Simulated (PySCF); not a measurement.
# C3H10GeS (Ge(SH)Me3): the cost of one run

Computed with PySCF 2.14.0, with density-fitted response routines of our own, on a single molecule in the gas phase. Atoms are numbered from 0 throughout.

## Step 1: The molecule as given

15 atoms, charge 0, multiplicity 1; geometry from: GFN2-xTB. The atoms were then displaced at random by about 0.03 Å, so the start is not that level's minimum.

Bonds of the start (Å): Ge0–S1 2.23, Ge0–C3 2.04, Ge0–C7 2.08, Ge0–C11 1.95, S1–H2 1.30, C3–H4 1.11, C3–H5 1.03, C3–H6 1.05, C7–H8 1.02, C7–H9 1.06, C7–H10 1.17, C11–H12 1.17, C11–H13 1.05, C11–H14 1.11.

## Step 2: Geometry optimisation at PBE0-D3(BJ)/def2-SVP

The job: settings as JSON, then the geometry in Å.

```
{"job": {"xc": "PBE0", "basis": "def2-SVP", "d3": "d3bj", "grid": 1, "maxiter": 40, "shake": 0.03, "kind": "geom"}, "charge": 0, "multiplicity": 1}
Ge     0.015440    -0.002640     0.261630
S     -0.094400     0.092320     2.486650
H      0.533480    -1.037010     2.584890
C      1.954710     0.060690    -0.371400
H      1.886150     0.085390    -1.475760
H      2.344490    -0.841830    -0.049990
H      2.425580     0.897150     0.045800
C     -0.935660     1.742340    -0.349360
H     -1.034870     1.787920    -1.360250
H     -0.467080     2.599710     0.057010
H     -2.021580     1.738390     0.084060
C     -0.974630    -1.565650    -0.358090
H     -2.090470    -1.568570    -0.018130
H     -0.522580    -2.457270    -0.031590
H     -1.051360    -1.607070    -1.461460
```

Started as:

```console
$ OMP_NUM_THREADS=1 python probes_run.py task.json out
```

The driver reads the jobs from task.json and runs them one after another.

Q: Estimate the wall time and peak memory of this first job on 1 thread of Arm Neoverse V1, shared host.

About 50 s, with a peak of 0.54 GiB.
